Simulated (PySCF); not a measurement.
# hexafluoroethane (C₂F₆): NMR shifts and electronic excitations in gas and solvents, part 2 of 2

PySCF 2.14.0. Atoms count from 0.

### Step 9. Excited states and response: PBE0/aug-cc-pVTZ

Job settings and geometry (Å):

```
{"job": {"kind": "uv", "xc": "PBE0", "basis": "aug-cc-pVTZ", "ip": false, "dynamic": true}, "charge": 0, "multiplicity": 1}
F     -0.166395     0.513058    -1.667093
C      0.494050     0.077623    -0.604420
F      1.444096     0.948828    -0.295982
F      1.051765    -1.090598    -0.887623
C     -0.479348    -0.081806     0.590228
F     -1.055529     1.081049     0.858075
F     -1.415043    -0.971752     0.292837
F      0.186763    -0.493049     1.659698
```

Method: TDDFT PBE0/aug-cc-pVTZ, vertical, gas phase, core orbitals frozen in the response.

Log:

```text
coarse grid: 8688 points
cycle   1  E = -674.6652632553  dE =  1.592e+00  |g| = 1.231e+00  |ddm| = 4.959e+00
cycle   2  E = -674.3206142654  dE =  3.446e-01  |g| = 2.012e+00  |ddm| = 3.171e+00
cycle   3  E = -674.9040118763  dE = -5.834e-01  |g| = 4.052e-02  |ddm| = 1.962e+00
cycle   4  E = -674.9042253756  dE = -2.135e-04  |g| = 1.937e-02  |ddm| = 6.641e-02
cycle   5  E = -674.9042742228  dE = -4.885e-05  |g| = 2.679e-03  |ddm| = 2.124e-02
cycle   6  E = -674.9042754608  dE = -1.238e-06  |g| = 5.772e-04  |ddm| = 4.546e-03
final grid: 92040 points
cycle   7  E = -674.9056656214  dE = -9.691e-05  |g| = 5.403e-03  |ddm| = 1.991e-01
cycle   8  E = -674.9056614054  dE =  4.216e-06  |g| = 7.754e-03  |ddm| = 1.453e-02
cycle   9  E = -674.9056699697  dE = -8.564e-06  |g| = 2.302e-04  |ddm| = 7.490e-03
cycle  10  E = -674.9056699762  dE = -6.517e-09  |g| = 7.001e-05  |ddm| = 4.176e-04
cycle  11  E = -674.9056699769  dE = -6.953e-10  |g| = 2.757e-05  |ddm| = 1.173e-04
converged SCF energy = -674.9056699769

Static polarisability (au): isotropic 32.159, principal 32.076 32.077 32.323

Singlet excitations
state   eV       nm        f      main configurations
  1  10.6706    116.2   0.00000   H->L 0.99
  2  11.1461    111.2   0.02258   H->L+2 0.92
  3  11.1475    111.2   0.02250   H->L+3 0.92
  4  11.2488    110.2   0.09888   H->L+1 0.99
  5  11.8202    104.9   0.00000   H-1->L 0.92
  6  11.9810    103.5   0.00000   H-2->L 0.82, H-1->L+1 0.14
  7  12.1969    101.7   0.00000   H-3->L 0.91
  8  12.1976    101.6   0.00000   H-4->L 0.90
  9  12.2002    101.6   0.00016   H->L+7 0.61, H-1->L+3 0.24
 10  12.2018    101.6   0.00012   H->L+8 0.61, H-1->L+2 0.25

Triplet excitations (Tamm-Dancoff, eV): 10.5115 10.5146 10.5562 11.1538
```

It took 2.1 min on 1 thread of Arm Neoverse V1, shared host; peak memory 1.3 GiB.

Frontier orbitals and where they lie:

```csv
orbital,eV,atoms
HOMO−3,-12.98,"F6 23 %, F2 23 %, F3 16 %"
HOMO−2,-12.81,"F2 15 %, F3 15 %, F7 15 %"
HOMO−1,-12.61,"F7 15 %, F5 15 %, F6 15 %"
HOMO,-11.38,"C4 16 %, C1 16 %, F3 11 %"
LUMO,0.42,"C1 33 %, C4 33 %, F0 6 %"
LUMO+1,0.85,"C4 41 %, C1 41 %"
LUMO+2,0.96,"C1 37 %, C4 37 %, F2 6 %"
```

With each of the 10 states as a Gaussian band of 0.4 eV half-width at 1/e, the curve within the window shown has maxima at 111 nm (ε 5,700) L/(mol cm). Beyond the last state computed it falls off for lack of states. The curve at chosen wavelengths:

```json
{"nm": "100", "ε (L/mol/cm)": "10"}
{"nm": "101", "ε (L/mol/cm)": "17"}
{"nm": "102", "ε (L/mol/cm)": "38"}
{"nm": "103", "ε (L/mol/cm)": "105"}
{"nm": "104", "ε (L/mol/cm)": "286"}
{"nm": "105", "ε (L/mol/cm)": "690"}
{"nm": "106", "ε (L/mol/cm)": "1421"}
{"nm": "107", "ε (L/mol/cm)": "2500"}
{"nm": "108", "ε (L/mol/cm)": "3779"}
{"nm": "109", "ε (L/mol/cm)": "4946"}
{"nm": "110", "ε (L/mol/cm)": "5648"}
{"nm": "111", "ε (L/mol/cm)": "5670"}
{"nm": "112", "ε (L/mol/cm)": "5038"}
{"nm": "113", "ε (L/mol/cm)": "3989"}
{"nm": "114", "ε (L/mol/cm)": "2832"}
{"nm": "115", "ε (L/mol/cm)": "1813"}
{"nm": "116", "ε (L/mol/cm)": "1053"}
{"nm": "117", "ε (L/mol/cm)": "557"}
{"nm": "118", "ε (L/mol/cm)": "270"}
{"nm": "119", "ε (L/mol/cm)": "121"}
{"nm": "120", "ε (L/mol/cm)": "50"}
{"nm": "121", "ε (L/mol/cm)": "19"}
{"nm": "122", "ε (L/mol/cm)": "7"}
{"nm": "123", "ε (L/mol/cm)": "2"}
```

Further results of this job:

```
           property  computed  measured
  dipole moment (D)      0.01      0.00
polarisability (Å³)      4.77      4.67
 HOMO–LUMO gap (eV)     11.80         –
      −ε(HOMO) (eV)     11.38         –
C6 with itself (au)       696         –
```

Measured: unstated (gas or solution; conformer average); Muller, Mokrushina, Arlt, J. Chem. Eng. Data 57 (2012) 1231, supporting information; gas; NIST CCCBDB Release 22 (SRD 101), experimental polarizabilities.

### Step 10. TDDFT and polarisability: CAM-B3LYP/aug-cc-pVTZ

Same as in step 9 but for these lines:

```diff
@@ -1,2 +1,2 @@
-{"job": {"kind": "uv", "xc": "PBE0", "basis": "aug-cc-pVTZ", "ip": false, "dynamic": true}, "charge": 0, "multiplicity": 1}
+{"job": {"kind": "uv", "xc": "CAM-B3LYP", "basis": "aug-cc-pVTZ", "ip": false, "dynamic": false}, "charge": 0, "multiplicity": 1}
 F     -0.166395     0.513058    -1.667093
```

Method: TDDFT CAM-B3LYP/aug-cc-pVTZ, vertical, gas phase, core orbitals frozen in the response.

Log:

```text
coarse grid: 8688 points
cycle   1  E = -675.0986382702  dE =  1.694e+00  |g| = 1.365e+00  |ddm| = 5.030e+00
cycle   2  E = -674.8821089911  dE =  2.165e-01  |g| = 1.932e+00  |ddm| = 3.280e+00
cycle   3  E = -675.4017561150  dE = -5.196e-01  |g| = 6.137e-02  |ddm| = 1.877e+00
cycle   4  E = -675.4023078965  dE = -5.518e-04  |g| = 2.568e-02  |ddm| = 9.034e-02
cycle   5  E = -675.4024017458  dE = -9.385e-05  |g| = 3.013e-03  |ddm| = 3.141e-02
cycle   6  E = -675.4024041479  dE = -2.402e-06  |g| = 7.279e-04  |ddm| = 5.934e-03
final grid: 92040 points
cycle   7  E = -675.3936435776  dE = -7.524e-05  |g| = 6.349e-03  |ddm| = 1.481e-01
cycle   8  E = -675.3936417116  dE =  1.866e-06  |g| = 7.275e-03  |ddm| = 1.520e-02
cycle   9  E = -675.3936481327  dE = -6.421e-06  |g| = 4.749e-04  |ddm| = 6.823e-03
cycle  10  E = -675.3936481678  dE = -3.512e-08  |g| = 1.558e-04  |ddm| = 7.471e-04
cycle  11  E = -675.3936481719  dE = -4.140e-09  |g| = 9.098e-06  |ddm| = 2.142e-04
cycle  12  E = -675.3936481719  dE = -1.000e-11  |g| = 5.678e-06  |ddm| = 1.502e-05
converged SCF energy = -675.3936481719

Static polarisability (au): isotropic 32.249, principal 32.179 32.180 32.388

Singlet excitations
state   eV       nm        f      main configurations
  1  10.9554    113.2   0.00000   H->L 0.94
  2  11.3981    108.8   0.02181   H->L+2 0.74, H->L+9 0.14
  3  11.3997    108.8   0.02174   H->L+3 0.74, H->L+10 0.15
  4  11.6392    106.5   0.13497   H->L+1 0.93
  5  11.9309    103.9   0.00001   H-1->L 0.78, H-2->L+1 0.13
  6  12.0523    102.9   0.00000   H-2->L 0.66, H-1->L+1 0.23
  7  12.3086    100.7   0.00000   H-3->L 0.75
  8  12.3092    100.7   0.00000   H-4->L 0.75
  9  12.4321     99.7   0.00152   H->L+9 0.27, H-1->L+3 0.26, H->L+2 0.15
 10  12.4329     99.7   0.00167   H->L+10 0.30, H-1->L+2 0.27, H->L+3 0.15

Triplet excitations (Tamm-Dancoff, eV): 10.7512 10.7545 10.8327 11.5472
```

Run time: 2.4 min. Hardware: 1 thread of Arm Neoverse V1, shared host; peak memory 1.6 GiB.

Key values: HOMO -13.00 eV, LUMO 0.80 eV; lowest singlet 10.96 eV.

### Step 11. Excited states and response: wB97X-D/aug-cc-pVTZ

Same as in step 10 but for these lines:

```diff
@@ -1,2 +1,2 @@
-{"job": {"kind": "uv", "xc": "CAM-B3LYP", "basis": "aug-cc-pVTZ", "ip": false, "dynamic": false}, "charge": 0, "multiplicity": 1}
+{"job": {"kind": "uv", "xc": "wB97X-D", "basis": "aug-cc-pVTZ", "ip": true, "dynamic": false}, "charge": 0, "multiplicity": 1}
 F     -0.166395     0.513058    -1.667093
```

Method: TDDFT wB97X-D/aug-cc-pVTZ, vertical, gas phase, core orbitals frozen in the response.

Log:

```text
coarse grid: 8688 points
cycle   1  E = -675.0398663929  dE =  1.707e+00  |g| = 1.377e+00  |ddm| = 4.899e+00
cycle   2  E = -674.9137174870  dE =  1.261e-01  |g| = 1.778e+00  |ddm| = 3.140e+00
cycle   3  E = -675.3536125602  dE = -4.399e-01  |g| = 6.187e-02  |ddm| = 1.708e+00
cycle   4  E = -675.3542130878  dE = -6.005e-04  |g| = 2.263e-02  |ddm| = 1.046e-01
cycle   5  E = -675.3542964746  dE = -8.339e-05  |g| = 2.731e-03  |ddm| = 3.478e-02
cycle   6  E = -675.3542990360  dE = -2.561e-06  |g| = 8.393e-04  |ddm| = 7.191e-03
final grid: 92040 points
cycle   7  E = -675.3608426432  dE = -1.916e-04  |g| = 1.265e-02  |ddm| = 1.540e-01
cycle   8  E = -675.3608419452  dE =  6.980e-07  |g| = 1.241e-02  |ddm| = 2.669e-02
cycle   9  E = -675.3608597748  dE = -1.783e-05  |g| = 1.195e-03  |ddm| = 1.240e-02
cycle  10  E = -675.3608600124  dE = -2.376e-07  |g| = 2.398e-04  |ddm| = 1.674e-03
cycle  11  E = -675.3608600223  dE = -9.909e-09  |g| = 1.933e-05  |ddm| = 3.443e-04
cycle  12  E = -675.3608600224  dE = -1.096e-10  |g| = 5.429e-06  |ddm| = 5.376e-05
converged SCF energy = -675.3608600224

Static polarisability (au): isotropic 32.284, principal 32.194 32.211 32.446

Singlet excitations
state   eV       nm        f      main configurations
  1  11.1614    111.1   0.00000   H->L 0.89
  2  11.4711    108.1   0.02216   H->L+3 0.68, H->L+8 0.24
  3  11.4790    108.0   0.02144   H->L+2 0.68, H->L+7 0.23
  4  11.6764    106.2   0.11968   H->L+1 0.92
  5  12.1115    102.4   0.00000   H-1->L 0.70, H-2->L+1 0.18
  6  12.1964    101.7   0.00000   H-2->L 0.58, H-1->L+1 0.29
  7  12.4143     99.9   0.00080   H->L+8 0.49, H->L+3 0.23, H-1->L+2 0.12
  8  12.4242     99.8   0.00061   H->L+7 0.49, H->L+2 0.22, H-1->L+3 0.12
  9  12.4817     99.3   0.00000   H-3->L 0.64
 10  12.4823     99.3   0.00000   H-4->L 0.64

Triplet excitations (Tamm-Dancoff, eV): 10.8034 10.8364 11.0391 11.5348
Vertical ionisation energy (delta-SCF) = 13.9336 eV
```

It took 3 min on 1 thread of Arm Neoverse V1, shared host; peak memory 1.6 GiB.

Key values: HOMO -13.30 eV, LUMO 1.75 eV; lowest singlet 11.16 eV.

### Step 12. Side by side: NMR shifts

Shifts (ppm), means over like atoms, with basis size and wall time:

| run | C1 | F0 | functions | time |
| --- | --- | --- | --- | --- |
| PBE0/pcSseg-2 | 128.5 | -97.5 | 288 | 43 s |
| KT3/pcSseg-2 | 126.9 | -115.1 | 288 | 47 s |
| wB97X-D/pcSseg-2 | 128.9 | -90.0 | 288 | 51 s |
| B97-2/pcSseg-2 | 127.3 | -97.5 | 288 | 37 s |
| WP04/pcSseg-2 in chloroform | 133.5 | -87.9 | 288 | 38 s |
| wB97X-D/pcSseg-2 in chloroform | 129.8 | -88.1 | 288 | 49 s |

### Step 13. Comparing the runs: electronic excitations

Excitations and ground-state properties, with basis size and wall time:

| run | lowest singlet (eV) | brightest (eV) | f | gap (eV) | α (Å³) | μ (D) | functions | time |
| --- | --- | --- | --- | --- | --- | --- | --- | --- |
| PBE0/aug-cc-pVTZ | 10.67 | 11.25 | 0.099 | 11.80 | 4.77 | 0.01 | 368 | 2.1 min |
| CAM-B3LYP/aug-cc-pVTZ | 10.96 | 11.64 | 0.135 | 13.80 | 4.78 | 0.01 | 368 | 2.4 min |
| wB97X-D/aug-cc-pVTZ | 11.16 | 11.68 | 0.120 | 15.04 | 4.78 | 0.01 | 368 | 3 min |

Measured dipole: 0.00 D (unstated (gas or solution; conformer average); Muller, Mokrushina, Arlt, J. Chem. Eng. Data 57 (2012) 1231, supporting information).

Measured polarisability: 4.67 Å³ (gas; NIST CCCBDB Release 22 (SRD 101), experimental polarizabilities).

### Step 14. Outcome

This closing draws on all 2 parts.

| quantity | value |
| --- | --- |
| point group | D3d |
| rotational constants (main isotopes) | 2.85, 1.85, 1.85 GHz |
| 13C shifts against TMS (PBE0/pcSseg-2, means over atoms taken as alike) | 128.5 ppm |
| 19F shifts against CFCl3 (PBE0/pcSseg-2, means over atoms taken as alike) | -97.5 ppm |
| measured, and computed on the same scale | F0 σ 282.6, 271.8 ppm |
| lowest singlet (PBE0/aug-cc-pVTZ) | 10.67 eV (116 nm), f = 0.000 |
| brightest single state of those computed | state 4, 11.25 eV, f = 0.099 |
| lowest triplet | 10.51 eV |
| range of the shift of F0 (wB97X-D/pcSseg-2 runs) | -90.0 to -88.1 ppm |
| range of the lowest singlet | 10.67 to 11.16 eV |

**Reading.** Over 6 steps the energy fell by 0.035 eV; of the close pairs, F0–C1 changed most, 1.339 to 1.325 Å. No frequency check was run at this level, so the end point may be a saddle. At PBE0/pcSseg-2: The largest span, 152 ppm, is at F0, F2, F3, F5, F6, F7, where the paramagnetic term is -195 ppm. The one measured 19F shielding is missed by -10.8 ppm (computed less measured, unscaled). Vibration and temperature are missing from the calculation, so part of the miss against the measured shifts is not the functional's. The first singlet state (HOMO→LUMO 0.99) lies at 10.67 eV and is dark; of the 10 states computed, the strongest absorption comes from state 4 at 11.25 eV. The lowest triplet lies 0.16 eV below the lowest singlet (triplets in Tamm-Dancoff, singlets in full TDDFT). The dipole moment, 0.01 D, compares with 0.00 D measured (one conformer here). The polarisability is 2 % above the measured 4.67 Å³. At one level, wB97X-D/pcSseg-2: Across the 2 runs the shift of F0 (with its like atoms) moves most, between -90.0 (wB97X-D/pcSseg-2) and -88.1 ppm (wB97X-D/pcSseg-2 in chloroform). Most of that comes from the computed reference, not from the atom's own shielding. The lowest singlet runs from 10.67 eV (PBE0/aug-cc-pVTZ) to 11.16 eV (wB97X-D/aug-cc-pVTZ), while the orbital gap spans 11.80 to 15.04 eV: the excitation energy moves far less from run to run than the orbital gap does. The lowest state need not be the same one in every run. One molecule ranks no method: errors cancel, and vibration and temperature are missing from all runs.
